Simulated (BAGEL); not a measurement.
# UHF/aug-cc-pVDZ (density fitting with qzvpp-jkfit) run of CuCO (SMILES [O+]#[C-]->[Cu])

What is the electronic atomisation energy of CuCO at UHF/aug-cc-pVDZ (density fitting with qzvpp-jkfit)? 

The calculation is run with BAGEL 1.2.2.

20 further runs of the same task are left out: 7 that didn't finish, 13 set aside as unsound or not needed.

**1. Starting point**

The species is CuCO (3 atoms), meant as a doublet with charge 0. As SMILES, `[O+]#[C-]->[Cu]`. Geometry: a GFN2-xTB relaxation, a rough one for these elements and not checked as a minimum.

Bond lengths: Cu1–C2 1.813 Å, C2–O3 1.199 Å. Angles: Cu1–C2–O3 180.0°.

**2. A single-point energy at UHF/aug-cc-pVDZ (density fitting with qzvpp-jkfit)**

calc.json reads:

```json
{ "bagel" : [

{
  "title" : "molecule",
  "basis" : "aug-cc-pvdz.json",
  "df_basis" : "qzvpp-jkfit",
  "angstrom" : true,
  "geometry" : [
    { "atom" : "Cu", "xyz" : [      -0.015250,       0.020630,      -1.608240 ] },
    { "atom" : "C", "xyz" : [       0.002160,      -0.002740,       0.204610 ] },
    { "atom" : "O", "xyz" : [       0.013100,      -0.017890,       1.403630 ] }
  ]
},

{
  "title" : "uhf",
  "charge" : 0,
  "nopen" : 1
},

{
  "title" : "print",
  "file" : "orbitals.molden",
  "orbitals" : true
}

]}
```

The basis set aug-cc-pVDZ is read from a file made from the Basis Set Exchange's data (not shown).

Command:

```bash
$ BAGEL_NUM_THREADS=1 BAGEL calc.json > calc.out
```

Output:

```text
* using 1 threads per process

  ===============================================================
  ===============================================================

  *** Geometry ***

  { "atom" : "Cu", "xyz" : [     -0.028818,      0.038985,     -3.039133 ] },
  { "atom" : "C", "xyz" : [      0.004082,     -0.005178,      0.386657 ] },
  { "atom" : "O", "xyz" : [      0.024755,     -0.033807,      2.652476 ] },

  Number of auxiliary basis functions:      416

  Since a DF basis is specified, we compute 2- and 3-index integrals:
    o Being stored without compression. Storage requirement is 0.037 GB

  Number of basis functions:      105
  Number of electrons      :       43

    * METHOD: MOLECULE                             0.42

  *** Open-shell HF ***

  === Nuclear Repulsion ===
   112.7230780284

      * DIIS with orbital gradients will be used.

  === UHF iteration (aug-cc-pvdz.json) ===
      0      -1751.02199141          0.07213155           0.21
      1      -1746.52009207          0.28240701           0.21
      2      -1742.90374055          0.24206432           0.21
      3      -1748.85414577          0.18455238           0.23
      4      -1751.41154884          0.04356101           0.22
      5      -1751.59688408          0.02091576           0.23
[... 28 lines of this table left out ...]
     34      -1751.66524999          0.00000001           0.23
     35      -1751.66524999          0.00000001           0.25
    * SCF iteration converged.

    * S^2 (UHF) is 0.7539

    * Permanent dipole moment:
           (   -0.012679,     0.016280,    -1.224970) a.u.

    * METHOD: UHF                                  8.26

    * METHOD: PRINT                                0.03

  ===============================================================
```

Wall time 9.3 s (1 thread of Intel Xeon Platinum 8488C (Sapphire Rapids), shared host); peak memory 0.12 GiB.

**3. The C atom at the same level**

job.json reads:

```json
{ "bagel": [

{
  "title": "molecule",
  "basis": "aug-cc-pvdz.json",
  "df_basis": "qzvpp-jkfit",
  "angstrom": "true",
  "geometry": [
    { "atom": "C", "xyz": [    0.000000,    0.000000,    0.000000 ] }
  ]
},
{ "title": "uhf", "nopen": 2 },
{ "title": "print", "file": "orbitals.molden", "orbitals": "true" }

]}
```

The basis set aug-cc-pVDZ is read from a file made from the Basis Set Exchange's data (not shown).

Run the same way, it converges to -37.68776 Eh (log not shown).

**4. The Cu atom at the same level**

input.json reads:

```json
{ "bagel": [

{
  "title": "molecule",
  "basis": "aug-cc-pvdz.json",
  "df_basis": "qzvpp-jkfit",
  "angstrom": "true",
  "geometry": [
    { "atom": "Cu", "xyz": [    0.000000,    0.000000,    0.000000 ] }
  ]
},
{
  "title": "uhf",
  "charge": 0,
  "nopen": 1
},
{
  "title": "print",
  "file": "orbitals.molden",
  "orbitals": "true"
}

]}
```

The basis set aug-cc-pVDZ is read from a file made from the Basis Set Exchange's data (not shown).

Run the same way, it converges to -1638.96219 Eh (log not shown).

**5. The O atom at the same level**

input.json reads:

```json
{ "bagel": [

{
  "title": "molecule",
  "basis": "aug-cc-pvdz.json",
  "df_basis": "qzvpp-jkfit",
  "angstrom": "true",
  "geometry": [
    { "atom": "O", "xyz": [    0.000000,    0.000000,    0.000000 ] }
  ]
},
{
  "title": "uhf",
  "nopen": 2
},
{
  "title": "print",
  "file": "orbitals.molden",
  "orbitals": "true"
}

]}
```

The basis set aug-cc-pVDZ is read from a file made from the Basis Set Exchange's data (not shown).

Run the same way, it converges to -74.79659 Eh (log not shown).

**6. Outcome**

Level: UHF/aug-cc-pVDZ (density fitting with qzvpp-jkfit).

| quantity | value |
| --- | --- |
| molecule: total energy | -1751.66525 Eh |
| molecule: dipole moment | 3.11 D |
| molecule: ⟨S²⟩ | 0.754 |
| C atom: total energy | -37.68776 Eh |
| C atom: dipole moment | 0.00 D |
| C atom: ⟨S²⟩ | 2.010 |
| Cu atom: total energy | -1638.96219 Eh |
| Cu atom: dipole moment | 0.00 D |
| Cu atom: ⟨S²⟩ | 0.752 |
| O atom: total energy | -74.79659 Eh |
| O atom: dipole moment | 0.00 D |
| O atom: ⟨S²⟩ | 2.008 |
| electronic atomisation energy | 5.951 eV |

What this shows: Taking the molecule apart into free atoms costs 5.95 eV (574 kJ/mol), before zero-point energy and without spin-orbit coupling. Hartree–Fock lacks the correlation of the bonding pairs, which as a rule makes this value much too low; in minimal bases other errors can mask that.
